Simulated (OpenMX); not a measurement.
Crystal: HPbNO4.

```xyz
7
Lattice="3.8540 0.1438 0.0901 -0.2532 5.5270 0.1647 -0.4820 -1.9272 5.7203" Properties=species:S:1:pos:R:3 pbc="T T T"
H    -0.0083    2.5983    3.2335
Pb    2.1473    2.6778    1.0046
N     2.8237    3.6046    5.7249
O    -0.4057   -0.9417    5.0623
O     2.7256   -0.0852    0.8025
O    -0.5912    2.3982    5.1009
O     0.1280    2.5704    2.2622
```

The cell was built by a generator and needn't be a form met in nature.

Base run:

| Quantity | Value |
| --- | --- |
| Program | OpenMX 3.8.5 |
| Functional | PBE |
| Potentials or basis | OpenMX 2013 PBE set, H6.0-s2p1, Pb8.0-s3p2d2f1, N6.0-s2p2d1, O6.0-s2p2d1, grid cutoff 500 Ry |
| k mesh | 7 × 5 × 5 |
| Occupations | fermi-dirac, width 0.05 eV |
| Spin | no spin polarisation |

Its results: band gap on the k mesh 3.27 eV, indirect (least direct gap 3.29 eV); pressure 1.8 GPa; largest force 1.201 eV/Å.

**Question.** After a change of settings the same cell gave: band gap on the k mesh 2.87 eV, indirect (least direct gap 2.88 eV); pressure 9.5 GPa; largest force 5.599 eV/Å. Which change was it?
A. k mesh from 7 × 5 × 5 to 5 × 5 × 5
B. functional from PBE to LDA; potentials or basis from OpenMX 2013 PBE set, H6.0-s2p1, Pb8.0-s3p2d2f1, N6.0-s2p2d1, O6.0-s2p2d1, grid cutoff 500 Ry to OpenMX 2013 LDA set, H6.0-s2p1, Pb8.0-s3p2d2f1, N6.0-s2p2d1, O6.0-s2p2d1, grid cutoff 500 Ry
C. potentials or basis from OpenMX 2013 PBE set, H6.0-s2p1, Pb8.0-s3p2d2f1, N6.0-s2p2d1, O6.0-s2p2d1, grid cutoff 500 Ry to OpenMX 2013 PBE set, H5.0-s2, Pb8.0-s3p2d2, N6.0-s2p2, O6.0-s2p2, grid cutoff 500 Ry
D. potentials or basis from OpenMX 2013 PBE set, H6.0-s2p1, Pb8.0-s3p2d2f1, N6.0-s2p2d1, O6.0-s2p2d1, grid cutoff 500 Ry to OpenMX 2013 PBE set, H7.0-s2p2d1, Pb8.0-s3p2d2f2, N6.0-s3p2d2, O6.0-s3p2d2, grid cutoff 500 Ry

**Answer.** C.

Caveats: spin-orbit coupling is left out, which as a rule narrows the gap of such compounds by several tenths of an eV; the basis of atomic orbitals isn't converged, which shifts pressures, moduli and gaps; forces of over 1 eV/Å show positions far from the minimum, so gaps and moduli don't describe the material at rest.

Not every run made on this cell is shown here.
